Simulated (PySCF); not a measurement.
**GeH₄: fields and orbitals**

For GeH₄, the scripts below analyse its density (charges, bond critical points, surface potential), see where an electron leaves and enters and measure its response to a uniform field.

Method: levels as typed in each script, gas phase, geometry from GFN2-xTB; program: PySCF 2.14.0.

### Step 1. The starting structure

SMILES `[GeH4]`, 5 atoms, charge 0, spin multiplicity 1.

Bond lengths: Ge1–H2 1.483 Å, Ge1–H3 1.483 Å, Ge1–H4 1.483 Å, Ge1–H5 1.483 Å. Angles: H2–Ge1–H3 109.5°, H2–Ge1–H4 109.5°, H2–Ge1–H5 109.5°, H3–Ge1–H4 109.5°, H3–Ge1–H5 109.5°, H4–Ge1–H5 109.5°.

Coordinates:

| atom | x (Å) | y (Å) | z (Å) |
| --- | --- | --- | --- |
| Ge1 | 0.0000 | 0.0000 | 0.0000 |
| H2 | 1.1979 | -0.1755 | 0.8557 |
| H3 | -1.1979 | 0.1755 | 0.8557 |
| H4 | -0.1756 | -1.1976 | -0.8560 |
| H5 | 0.1756 | 1.1977 | -0.8560 |

### Step 2. Density, bond paths and surface potential (wB97X/def2-tzvp)

input.py reads:

```python
import numpy as np
from pyscf import gto, scf, dft
from pyscf.scf import atom_ks, atom_hf
from scipy.linalg import block_diag

def solve(mol, dm0=None, hcore=None):
    mf = (dft.UKS if mol.spin else dft.RKS)(mol, xc='wb97x')
    mf.grids.level = 3
    mf = mf.density_fit(auxbasis='def2-universal-jkfit')
    mf.conv_tol, mf.max_cycle = 1e-8, 80
    if hcore is not None:
        mf.get_hcore = lambda *args: hcore
    mf.kernel(dm0)
    if not mf.converged:
        mf = mf.newton().run(mf.mo_coeff, mf.mo_occ, max_cycle=30)
    assert mf.converged, 'SCF not converged'
    return mf

mol = gto.M(atom='''
Ge     0.00000     0.00000     0.00002
H      1.19789    -0.17552     0.85570
H     -1.19788     0.17552     0.85570
H     -0.17555    -1.19764    -0.85600
H      0.17557     1.19766    -0.85598
''', basis='def2-tzvp', charge=0, spin=0, verbose=4)
mf = solve(mol)
mf.analyze()
# spherically averaged free atoms, for the promolecule
atm = atom_ks.get_atm_nrks(mol, xc='wb97x')
pro = block_diag(*[(atm[a[0]][2] * atm[a[0]][3]) @ atm[a[0]][2].T for a in mol._atom])
np.savez('result.npz', e=mf.e_tot, c=mf.mo_coeff, occ=mf.mo_occ, eps=mf.mo_energy, pro=pro, dip=mf.dip_moment(verbose=0), s2=mf.spin_square()[0])
```

Started as:

```sh
OMP_NUM_THREADS=1 python input.py
```

### Step 4. Removing and adding an electron (wB97X/def2-tzvp)

input.py reads:

```python
import numpy as np
from pyscf import gto, scf, dft
from pyscf.scf import atom_ks, atom_hf
from scipy.linalg import block_diag

def solve(mol, dm0=None, hcore=None):
    mf = (dft.UKS if mol.spin else dft.RKS)(mol, xc='wb97x')
    mf.grids.level = 3
    mf = mf.density_fit(auxbasis='def2-universal-jkfit')
    mf.conv_tol, mf.max_cycle = 1e-8, 80
    if hcore is not None:
        mf.get_hcore = lambda *args: hcore
    mf.kernel(dm0)
    if not mf.converged:
        mf = mf.newton().run(mf.mo_coeff, mf.mo_occ, max_cycle=30)
    assert mf.converged, 'SCF not converged'
    return mf

mol = gto.M(atom='''
Ge     0.00000     0.00000     0.00002
H      1.19789    -0.17552     0.85570
H     -1.19788     0.17552     0.85570
H     -0.17555    -1.19764    -0.85600
H      0.17557     1.19766    -0.85598
''', basis='def2-tzvp', charge=0, spin=0, verbose=4)
mf = solve(mol)
out = dict(e0=mf.e_tot, dm0=mf.make_rdm1(), c=mf.mo_coeff, occ=mf.mo_occ, eps=mf.mo_energy)
for name, dq, spin in [('cation', 1, 1)]:
    ion = mol.copy().set(charge=mol.charge + dq, spin=spin).build()
    mi = solve(ion)
    if spin and dq > 0 and mol.nao < 130:
        c, _, stable, _ = mi.stability(return_status=True)
        if not stable:
            mi = solve(ion, mi.make_rdm1(c, mi.mo_occ))
    print(name, 'vertical energy change / eV', (mi.e_tot - mf.e_tot) * 27.211386)
    out.update({'e_' + name: mi.e_tot, 'dm_' + name: mi.make_rdm1(), 's2_' + name: mi.spin_square()[0], 'eps_' + name: mi.mo_energy, 'occ_' + name: mi.mo_occ})
# spherically averaged free atoms, for the promolecule
atm = atom_ks.get_atm_nrks(mol, xc='wb97x')
pro = block_diag(*[(atm[a[0]][2] * atm[a[0]][3]) @ atm[a[0]][2].T for a in mol._atom])
np.savez('result.npz', pro=pro, **out)
```

### Step 5. Response to an electric field (wB97X/def2-tzvp)

input.py reads:

```python
import numpy as np
from pyscf import gto, scf, dft
from pyscf.scf import atom_ks, atom_hf
from scipy.linalg import block_diag

def solve(mol, dm0=None, hcore=None):
    mf = (dft.UKS if mol.spin else dft.RKS)(mol, xc='wb97x')
    mf.grids.level = 3
    mf = mf.density_fit(auxbasis='def2-universal-jkfit')
    mf.conv_tol, mf.max_cycle = 1e-8, 80
    if hcore is not None:
        mf.get_hcore = lambda *args: hcore
    mf.kernel(dm0)
    if not mf.converged:
        mf = mf.newton().run(mf.mo_coeff, mf.mo_occ, max_cycle=30)
    assert mf.converged, 'SCF not converged'
    return mf

mol = gto.M(atom='''
Ge     0.00000     0.00000     0.00002
H      1.19789    -0.17552     0.85570
H     -1.19788     0.17552     0.85570
H     -0.17555    -1.19764    -0.85600
H      0.17557     1.19766    -0.85598
''', basis='def2-tzvp', charge=0, spin=0, verbose=4)
field = np.array([0.004, 0.0, 0.0])  # atomic units
mol.set_common_orig(mol.atom_charges() @ mol.atom_coords() / mol.atom_charges().sum())
mf = solve(mol)
out = dict(dm0=mf.make_rdm1(), d0=mf.dip_moment(unit='AU'), e0=mf.e_tot)
for name, sign in (('p', 1), ('m', -1)):
    h = mf.get_hcore() + sign * np.einsum('x,xij->ij', field, mol.intor('int1e_r'))
    mi = solve(mol, mf.make_rdm1(), h)
    out.update({'dm' + name: mi.make_rdm1(), 'd' + name: mi.dip_moment(unit='AU'), 'e' + name: mi.e_tot})
# spherically averaged free atoms, for the promolecule
atm = atom_ks.get_atm_nrks(mol, xc='wb97x')
pro = block_diag(*[(atm[a[0]][2] * atm[a[0]][3]) @ atm[a[0]][2].T for a in mol._atom])
np.savez('result.npz', pro=pro, **out)
```

(Steps that only read results are left out.)

Before running it: what results should come out? Wanted: dipole moment; HOMO, LUMO; polarisability along the field.

The runs gave:

| quantity | value |
| --- | --- |
| dipole moment (wB97X/def2-tzvp) | 0.00 D |
| HOMO, LUMO (wB97X/def2-tzvp) | -12.24, 3.41 eV |
| polarisability along the field (wB97X/def2-tzvp) | 31.6 bohr³ |

At wB97X/def2-tzvp: The highest Hirshfeld charge is on Ge1 (+0.28 e), the lowest on H2, H3, H4 and H5 (−0.07 e). All values hold at the given geometry, in the gas phase.
